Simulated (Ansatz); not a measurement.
# C2H2CuF: the cost of one run

Program: Ansatz 0.2.0. Level of theory: the levels named in each step. These are calculated values, not measurements.

## Step 1: The system as given

Bond lengths: C1–C2 1.228 Å, C1–Cu4 1.975 Å, C2–Cu4 1.980 Å, F3–Cu4 1.696 Å, C1–H5 1.059 Å, C2–H6 1.059 Å. Angles: C1–C2–Cu4 71.7°, C1–C2–H6 163.5°, Cu4–C2–H6 124.8°, C2–C1–Cu4 72.1°, C2–C1–H5 163.6°, Cu4–C1–H5 124.3°, C1–Cu4–C2 36.2°, C1–Cu4–F3 162.8°, C2–Cu4–F3 161.0°.

Structure file:

```xyz
6

C    -0.5449    0.8959    1.4956
C     0.6233    0.5404    1.6297
F    -0.0311   -0.7788   -1.6839
Cu   -0.0106   -0.0640   -0.1460
H    -1.5037    1.3159    1.6567
H     1.5957    0.3708    2.0134
```

## Step 2: A rough first relaxation, PBE-D4/def2-SVP

File input.yaml:

```yaml
crystal:
  periodic: [false, false, false]
  atoms:
    - { symbol: C, position_ang: [-0.54493, 0.89587, 1.49559] }
    - { symbol: C, position_ang: [0.62326, 0.54044, 1.62965] }
    - { symbol: F, position_ang: [-0.03108, -0.77884, -1.6839] }
    - { symbol: Cu, position_ang: [-0.01065, -0.06405, -0.14599] }
    - { symbol: H, position_ang: [-1.5037, 1.31593, 1.65671] }
    - { symbol: H, position_ang: [1.59569, 0.37079, 2.0134] }
basis:
  gaussian: { orbitals: def2-SVP }
hamiltonian:
  xc: pbe
  dispersion: d4
relax:
  f_tol: 0.03
  max_steps: 200
```

Started as:

```sh
$ ansatz run input.yaml --threads 4 --pin off --max-ram 10240MiB --backend cpu --events-out ev --progress --plain --runs-dir out
```

What time and memory should one allow on 4 threads of Intel Xeon Platinum 8375C at 2.90GHz (Ice Lake), shared host?

About 5.1 s, with a peak of 0.15 GiB.
